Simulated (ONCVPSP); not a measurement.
**Pseudopotential generation for Ga: ONCV, PBEsol**

Do these settings give a usable potential? It is generated, then checked for transferability, scattering, ghosts and hardness.

Method: ONCVPSP 4.0.1.1 (patched build), PBEsol, scalar-relativistic.

## 1. The atom and the settings

The settings as typed:

```json
{
 "element": "gallium (Ga, Z = 31)",
 "type": "optimised norm-conserving Vanderbilt (ONCV)",
 "frozen core": "[Ne] 3s2",
 "valence charge": "19",
 "reference configuration": "3p6 3d10 4s1 (charge +2)",
 "partial waves": "4s: rc 1.55 bohr, ncon 4, nbas 8, qcut 3.8 1/bohr, 2 projectors, debl 0.9 Ha; 3p: rc 0.90 bohr, ncon 5, nbas 8, qcut 16.1 1/bohr, 2 projectors, debl 0.3 Ha; 3d: rc 0.95 bohr, ncon 3, nbas 7, qcut 19 1/bohr, 3 projectors, debl 3.8 Ha",
 "local potential": "polynomial inside 0.85 bohr (lpopt 5, dvloc0 2 Ha)",
 "core correction": "not asked for"
}
```

The outer shells as boxes (Hund's rule for the drawing; the calculation is spin-unpolarised):

```
[Ne] core
3s [↑↓]
3p [↑↓][↑↓][↑↓]
3d [↑↓][↑↓][↑↓][↑↓][↑↓]
4s [↑ ]
```

The nodes and maxima of the atom's own shells, from an earlier all-electron run, set the scale for the radii.

All-electron outer shells of the reference configuration (PBEsol, scalar-relativistic, ld1.x):

| shell | level (eV) | outermost node (bohr) | outermost maximum (bohr) |
| --- | --- | --- | --- |
| 3s | -168.13 | 0.27 | 0.56 |
| 3p | -119.04 | 0.24 | 0.56 |
| 3d | -39.39 | – | 0.53 |
| 4s | -26.03 | 0.80 | 1.78 |
| 4p | -17.65 | 0.86 | 2.12 |

## 2. Generating the potential

The input, Ga.dat:

```
# ATOM AND REFERENCE CONFIGURATION
# atsym  z   nc   nv     iexc    psfile
  Ga 31.00    4    3  -116133      upf
#
#   n    l    f
    1    0    2.00
    2    0    2.00
    2    1    6.00
    3    0    2.00
    3    1    6.00
    3    2   10.00
    4    0    1.00
#
# PSEUDOPOTENTIAL AND OPTIMIZATION
# lmax
    2
#
#   l,   rc,      ep,       ncon, nbas, qcut
    0    1.55    0.00    4    8    3.80
    1    0.90    0.00    5    8   16.10
    2    0.95    0.00    3    7   19.00
#
# LOCAL POTENTIAL
# lloc, lpopt,  rc(5),   dvloc0
    4    5    0.85    2.00
#
# VANDERBILT-KLEINMAN-BYLANDER PROJECTORs
# l, nproj, debl
    0    2    0.90
    1    2    0.30
    2    3    3.80
#
# MODEL CORE CHARGE
# icmod, fcfact, rcfact
    0    0.00    0.00
#
# LOG DERIVATIVE ANALYSIS
# epsh1, epsh2, depsh
   -6.00    5.00    0.04
#
# OUTPUT GRID
# rlmax, drl
    6.00    0.01
#
# TEST CONFIGURATIONS
# ncnf
    4
# nvcnf
#   n    l    f
    4
    3    1    6.00
    3    2   10.00
    4    0    2.00
    4    1    1.00
#
    3
    3    1    6.00
    3    2   10.00
    4    0    2.00
#
    3
    3    1    6.00
    3    2   10.00
    4    0    0.00
#
    4
    3    1    6.00
    3    2    9.00
    4    0    2.00
    4    1    1.00
#
```

Started as:

```
oncvpsp.x < Ga.dat > Ga.out
```

What does the calculation give? Wanted: cutoffs for 1 and 0.1 mHa per electron, occupied waves; bound ghosts; GHOST(+) flags; largest test error; largest phase difference near zero energy, channels read; projector energies reset by the program.

As calculated:

| quantity | value |
| --- | --- |
| cutoffs for 1 and 0.1 mHa per electron, occupied waves | 125 Ha and 142 Ha |
| bound ghosts | s at -66.08 eV |
| GHOST(+) flags | none at low energy |
| largest test error (AE − PS) | -132 meV, for 3p6 3d9 4s2 4p1 |
| largest phase difference near zero energy, channels read | 0.000 rad |
| projector energies reset by the program | s: -0.957, 0.250 Ha; p: -4.375, 0.250 Ha |

In words: It has a bound ghost (s), a state that the atom doesn't have, and that rules the file out. The worst unpolarised test, 3p6 3d9 4s2 4p1, is off by 132 meV on 0.9 eV; by total energies transferability rates as poor. It counts as very hard, with 125 Ha needed at the looser tolerance. At the looser tolerance the 3d wave is the slowest; 3p needs 84 Ha. Near zero energy the phases of the channels with partial waves agree within 0.001 rad. The pseudo curves have a pole with no partner nearby in the atom's: s at -2.41 Ha.
